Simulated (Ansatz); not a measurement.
# C₂H₃BOSe: one species, many methods

One table from this session's results is given with a row withheld; the runs are named, their logs left out.

Program: Ansatz 0.2.0, Gaussian basis. Level of theory: functionals in def2-TZVPP, the program's frozen cores in correlated methods. These are calculated values, not measurements.

Plan: LDA (SPW92), PBE-D4, revPBE-D4, BLYP-D4, r2SCAN-D4, B97M-V, PBE0-D4, B3LYP-D4, r2SCANh-D4, r2SCAN0-D4, HSE06-D4, BHLYP-D4, CAM-B3LYP-D4, LC-ωPBE, ωB97X-V, ωB97M-V, B2PLYP, PBE-QIDH; CCSD(T)/def2-SVP; CCSD(T)/def2-TZVPP; MP2/def2-QZVPP; extrapolation to the limit; RPA on PBE.

## Structure used throughout

The geometry comes from an earlier relaxation with PBE0-D4 in a triple-zeta def2 set; it is a stationary point, not always the lowest conformer.

SMILES `C=C1[Se]B1O`, 8 atoms, charge 0, spin multiplicity 1.

Atoms are counted from 1 here; the program's logs count them from 0.

Bond lengths: C1–C2 1.322 Å, C1–H6 1.086 Å, C1–H7 1.084 Å, C2–Se3 1.972 Å, C2–B4 1.488 Å, Se3–B4 1.921 Å, B4–O5 1.337 Å, O5–H8 0.962 Å. Angles: C2–C1–H6 119.6°, C2–C1–H7 123.1°, H6–C1–H7 117.4°, C1–C2–Se3 135.3°, C1–C2–B4 159.0°, Se3–C2–B4 65.7°, C2–Se3–B4 44.9°, C2–B4–Se3 69.4°, C2–B4–O5 150.0°, Se3–B4–O5 140.6°, B4–O5–H8 113.6°.

Set-up of the first run:

Input file in.yaml:

```yaml
crystal:
  periodic: [false, false, false]
  atoms:
    - {symbol: C, position_ang: [0.693612, 1.394608, 0.290264]}
    - {symbol: C, position_ang: [0.440362, 0.117114, 0.065783]}
    - {symbol: Se, position_ang: [1.522176, -1.528331, -0.046012]}
    - {symbol: B, position_ang: [-0.346019, -1.113976, -0.218888]}
    - {symbol: O, position_ang: [-1.519336, -1.709609, -0.456514]}
    - {symbol: H, position_ang: [-0.123601, 2.110034, 0.295159]}
    - {symbol: H, position_ang: [1.690938, 1.776751, 0.473514]}
    - {symbol: H, position_ang: [-2.265932, -1.103692, -0.459207]}
basis:
  gaussian: {orbitals: def2-TZVPP}
hamiltonian: {xc: lda}
output: {orbitals: {seedname: orbitals}}
```

Steps of the session up to this table: LDA; PBE-D4 (GGA); revPBE-D4 (GGA); BLYP-D4 (GGA); r2SCAN-D4 (meta-GGA); B97M-V (meta-GGA); PBE0-D4 (hybrid); B3LYP-D4 (hybrid); r2SCANh-D4 (hybrid); r2SCAN0-D4 (hybrid); HSE06-D4 (hybrid); BHLYP-D4 (hybrid); CAM-B3LYP-D4 (range-separated); LC-ωPBE (range-separated); ωB97X-V (range-separated); ωB97M-V (range-separated); B2PLYP (double hybrid); PBE-QIDH (double hybrid).

One of the session's tables, all rows but one given; the rest of the session is left out.

It belongs to the step «Frontier levels by functional». 

| functional | HOMO (eV) | LUMO (eV) | gap (eV) |
| --- | --- | --- | --- |
| LDA (SPW92) | -5.73 | -2.47 | 3.26 |
| PBE-D4 | -5.54 | -2.23 | 3.31 |
| revPBE-D4 | -5.48 | -2.15 | 3.33 |
| BLYP-D4 | -5.36 | -2.07 | 3.29 |
| r2SCAN-D4 | -5.75 | -2.09 | 3.65 |
| B97M-V | -5.73 | -2.02 | 3.71 |
| PBE0-D4 | -6.53 | -1.42 | 5.11 |
| B3LYP-D4 | -6.31 | -1.59 | 4.72 |
| r2SCANh-D4 | -6.11 | -1.80 | 4.32 |
| r2SCAN0-D4 | -6.67 | -1.34 | 5.33 |
| HSE06-D4 | -6.15 | -1.80 | 4.35 |
| BHLYP-D4 | ? | ? | ? |
| CAM-B3LYP-D4 | -7.71 | -0.33 | 7.37 |
| LC-ωPBE | -8.99 | 0.70 | 9.69 |
| ωB97X-V | -8.65 | 0.68 | 9.33 |
| ωB97M-V | -8.53 | 0.60 | 9.13 |

Q: Estimate the row for BHLYP-D4 from the others.

Worked estimate for «HOMO (eV)». Against the share of exact exchange, BLYP-D4 (0, -5.36), B3LYP-D4 (0.2, -6.31) give a slope of -4.75 per unit share; at 0.5 the line stands at -7.73.

**Answer.** HOMO (eV): -7.35; LUMO (eV): -0.44; gap (eV): 6.92. In «HOMO (eV)» the line misses by -0.38.
